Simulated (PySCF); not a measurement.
# C₅H₇BO₃: electronic excitations

What electronic excitations should C₅H₇BO₃ (`COB(C#CC=O)OC`) show?

The runs use PySCF 2.14.0, with density-fitted response routines of our own; the level of theory stands in each step. All values are computed, except where a source is named. Atoms are numbered from 0 throughout.

## (1) Starting geometry

16 atoms, charge 0, multiplicity 1; geometry from: GFN2-xTB.

Bonds of the start (Å): C0–O1 1.41, O1–B2 1.35, B2–C3 1.54, C3–C4 1.21, C4–C5 1.43, C5–O6 1.20, B2–O7 1.35, O7–C8 1.41, C0–H9 1.09, C0–H10 1.09, C0–H11 1.09, C5–H12 1.11, C8–H13 1.09, C8–H14 1.09, C8–H15 1.09.

## (2) Excited states and response: CAM-B3LYP/def2-SVPD

The job: settings as JSON, then the geometry in Å.

```
{"job": {"kind": "uv", "xc": "CAM-B3LYP", "basis": "def2-SVPD", "nstates": 8, "ntriplets": 3}, "charge": 0, "multiplicity": 1}
C     -0.608877    -2.093076     0.154558
O     -1.164470    -0.806779     0.045663
B     -0.448776     0.339439    -0.034658
C      1.094764     0.367079    -0.002554
C      2.304513     0.336873     0.022383
C      3.731589     0.314563     0.046702
O      4.411222    -0.275347     0.844871
O     -1.073121     1.527870    -0.150457
C     -2.478313     1.643190    -0.174050
H      0.448103    -2.055976     0.428664
H     -1.166614    -2.638914     0.918062
H     -0.713609    -2.612066    -0.801914
H      4.177814     0.911432    -0.775620
H     -2.928839     0.849180    -0.772987
H     -2.875387     1.584434     0.842319
H     -2.717600     2.617041    -0.602391
```

Level: TDDFT CAM-B3LYP/def2-SVPD, vertical, gas phase, core orbitals frozen in the response.

Launch:

```bash
OMP_NUM_THREADS=1 python probes_run.py task.json out
```

The driver reads the jobs from task.json and runs them one after another.

What will the session give for the following? lowest singlet (CAM-B3LYP/def2-SVPD); brightest single state of those computed; lowest triplet. Wanted: lowest singlet; brightest single state of those computed; lowest triplet.

As calculated:

```
                                quantity                        value
    lowest singlet (CAM-B3LYP/def2-SVPD)  3.83 eV (324 nm), f = 0.000
brightest single state of those computed  state 3, 5.48 eV, f = 0.135
                          lowest triplet                      3.24 eV
```

**Reading.** The first singlet state (HOMO→LUMO 0.93) lies at 3.83 eV and is dark; of the 8 states computed, the strongest absorption comes from state 3 at 5.48 eV. The lowest triplet lies 0.59 eV below the lowest singlet (triplets in Tamm-Dancoff, singlets in full TDDFT).
